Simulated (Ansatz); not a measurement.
# CH4AlBrGe: one species, many methods

One table from this session's results is given with a row withheld; the runs are named, their logs left out.

Computed with Ansatz 0.2.0, Gaussian basis. Level: functionals in def2-TZVPP, the program's frozen cores in correlated methods.

The runs, in order: LDA (SPW92), PBE-D4, revPBE-D4, BLYP-D4, r2SCAN-D4, B97M-V, PBE0-D4, B3LYP-D4, r2SCANh-D4, r2SCAN0-D4, HSE06-D4, BHLYP-D4, CAM-B3LYP-D4, LC-ωPBE, ωB97X-V, ωB97M-V, B2PLYP, PBE-QIDH; CCSD(T)/def2-SVP; CCSD(T)/def2-TZVPP; MP2/def2-QZVPP; extrapolation to the limit; RPA on PBE.

## The relaxed structure

The geometry comes from an earlier relaxation with PBE0-D4 in a triple-zeta def2 set; it is a stationary point, not always the lowest conformer.

8 atoms, charge 0, spin multiplicity 1.

Atoms are counted from 1 here; the program's logs count them from 0.

Bond lengths: Br1–C2 2.030 Å, Br1–Al3 2.546 Å, C2–Al3 1.941 Å, C2–Ge4 2.029 Å, C2–H5 1.085 Å, Al3–Ge4 2.386 Å, Al3–H6 1.574 Å, Ge4–H7 1.543 Å, Ge4–H8 1.540 Å. Angles: C2–Br1–Al3 48.6°, Br1–C2–Al3 79.7°, Br1–C2–Ge4 103.2°, Br1–C2–H5 107.6°, Al3–C2–Ge4 73.9°, Al3–C2–H5 150.0°, Ge4–C2–H5 129.5°, Br1–Al3–C2 51.7°, Br1–Al3–Ge4 80.2°, Br1–Al3–H6 117.0°, C2–Al3–Ge4 54.8°, C2–Al3–H6 142.3°, Ge4–Al3–H6 160.7°, C2–Ge4–Al3 51.4°, C2–Ge4–H7 106.5°, C2–Ge4–H8 115.3°, Al3–Ge4–H7 118.7°, Al3–Ge4–H8 131.4° and more.

Geometry (Å):

```xyz
8
CH4AlBrGe
Br   -1.8605    1.0491    0.3489
C    -0.1899    0.5897   -0.7086
Al    0.5709    0.8066    1.0637
Ge    0.2697   -1.2769   -0.0604
H    -0.3316    0.9533   -1.7206
H     1.1359    1.8934    2.0523
H     1.3979   -1.7936   -0.9783
H    -0.9004   -2.2787   -0.0528
```

The first run:

File in.yaml:

```yaml
crystal:
  periodic: [false, false, false]
  atoms:
    - {symbol: Br, position_ang: [-1.860469, 1.049101, 0.348912]}
    - {symbol: C, position_ang: [-0.189907, 0.589741, -0.708610]}
    - {symbol: Al, position_ang: [0.570901, 0.806562, 1.063672]}
    - {symbol: Ge, position_ang: [0.269712, -1.276892, -0.060372]}
    - {symbol: H, position_ang: [-0.331600, 0.953257, -1.720648]}
    - {symbol: H, position_ang: [1.135895, 1.893388, 2.052268]}
    - {symbol: H, position_ang: [1.397911, -1.793555, -0.978273]}
    - {symbol: H, position_ang: [-0.900444, -2.278700, -0.052752]}
basis:
  gaussian: {orbitals: def2-TZVPP}
hamiltonian: {xc: lda}
output: {orbitals: {seedname: orbitals}}
```

Launch:

```bash
$ ansatz run in.yaml --threads 4 --pin off --events-out ev --progress --plain --max-ram 10444MiB
```

Among the steps run: LDA; PBE-D4 (GGA); revPBE-D4 (GGA); BLYP-D4 (GGA); r2SCAN-D4 (meta-GGA); B97M-V (meta-GGA); B3LYP-D4 (hybrid); r2SCANh-D4 (hybrid); r2SCAN0-D4 (hybrid); HSE06-D4 (hybrid); BHLYP-D4 (hybrid); CAM-B3LYP-D4 (range-separated); LC-ωPBE (range-separated); ωB97X-V (range-separated); ωB97M-V (range-separated); B2PLYP (double hybrid); PBE-QIDH (double hybrid).

One of the session's tables, all rows but one given; the rest of the session is left out.

It belongs to the step «Frontier levels by functional». 

```
  functional  HOMO (eV)  gap (eV)
 LDA (SPW92)      -5.68      3.25
      PBE-D4      -5.56      3.36
   revPBE-D4      -5.52      3.40
     BLYP-D4      -5.43      3.36
   r2SCAN-D4      -5.79      3.80
      B97M-V      -5.84      3.86
     PBE0-D4      -6.58      5.27
    B3LYP-D4      -6.40      4.88
  r2SCANh-D4      -6.17      4.50
  r2SCAN0-D4      -6.73      5.53
    HSE06-D4      -6.19      4.50
    BHLYP-D4      -7.48      7.07
CAM-B3LYP-D4      -7.80      7.51
     LC-ωPBE      -9.03      9.85
     ωB97X-V          ?         ?
     ωB97M-V      -8.57      9.02
```

Estimate the missing values for ωB97X-V.

As computed: HOMO (eV): -8.75; gap (eV): 9.44. In the column «HOMO (eV)» it lies between LC-ωPBE (-9.03) and ωB97M-V (-8.57).
